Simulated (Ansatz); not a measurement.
The system is CsLiCr2Te2S3.

```
CELL_PARAMETERS angstrom
3.31929 1.91639 6.87982
-3.31929 1.91639 6.87982
0.00000 -3.83279 6.87982
ATOMIC_POSITIONS crystal
Cs 0.00000 0.00000 0.00000
Li 0.50000 0.50000 0.50000
Cr 0.79848 0.79848 0.79848
Cr 0.20152 0.20152 0.20152
Te 0.67990 0.67990 0.67990
Te 0.32010 0.32010 0.32010
S 0.13626 0.86374 0.50000
S 0.50000 0.13626 0.86374
S 0.86374 0.50000 0.13626
```

The cell was built by a generator and needn't be a form met in nature.

- Program: Ansatz 0.2.0
- Task: relaxation of cell and atoms
- Functional: PBE
- Dispersion: D3(BJ)-ATM
- Potentials or basis: Ansatz PAW
- Cutoff: 420 eV (not typed: the program's choice for these potentials)
- k mesh: 4 × 4 × 4
- Occupations: fermi-dirac, width 0.05 eV
- Spin: collinear spin, ferromagnetic start
- Starting moments: [0.0, 0.0, 3.0, 3.0, 0.0, 0.0, 0.0, 0.0, 0.0] μB

At the start: volume 29.18 Å³/atom.

Problem. Where does the relaxation end?

Solution. It ends after 6 steps and the volume is 26.39 Å³/atom (-9.5 %); space group R32 (No. 155, to 0.05 Å); moment 4.00 μB per cell.

Step by step:
```tsv
step	energy change (eV)	largest force (eV/Å)	volume (Å³)
1	0.0000	0.0071	262.58
2	-0.1015	0.0628	249.13
3	-0.1443	0.0874	234.78
4	-0.1473	0.0921	237.47
5	-0.1484	0.0069	237.55
6	-0.1462	0.0071	237.55
```

Final structure:
```yaml
crystal:
  lattice:
    - [3.28127, 1.89444, 6.36909]
    - [-3.28127, 1.89444, 6.36909]
    - [0.00000, -3.78888, 6.36909]
  atoms:
    - { symbol: Cs, position: [0.00000, 0.00000, 0.00000] }
    - { symbol: Li, position: [0.50000, 0.50000, 0.50000] }
    - { symbol: Cr, position: [0.79537, 0.79537, 0.79537] }
    - { symbol: Cr, position: [0.20463, 0.20463, 0.20463] }
    - { symbol: Te, position: [0.66811, 0.66811, 0.66811] }
    - { symbol: Te, position: [0.33189, 0.33189, 0.33189] }
    - { symbol: S, position: [0.13766, 0.86234, 0.50000] }
    - { symbol: S, position: [0.50000, 0.13766, 0.86234] }
    - { symbol: S, position: [0.86234, 0.50000, 0.13766] }
```

Caveat: the plane-wave basis is chosen anew once the cell has moved, so the energies of steps on either side of that aren't comparable; only a ferromagnetic start was run, and an antiferromagnetic order may lie lower in energy; pairwise dispersion overbinds metals, which lowers pressure and volume.
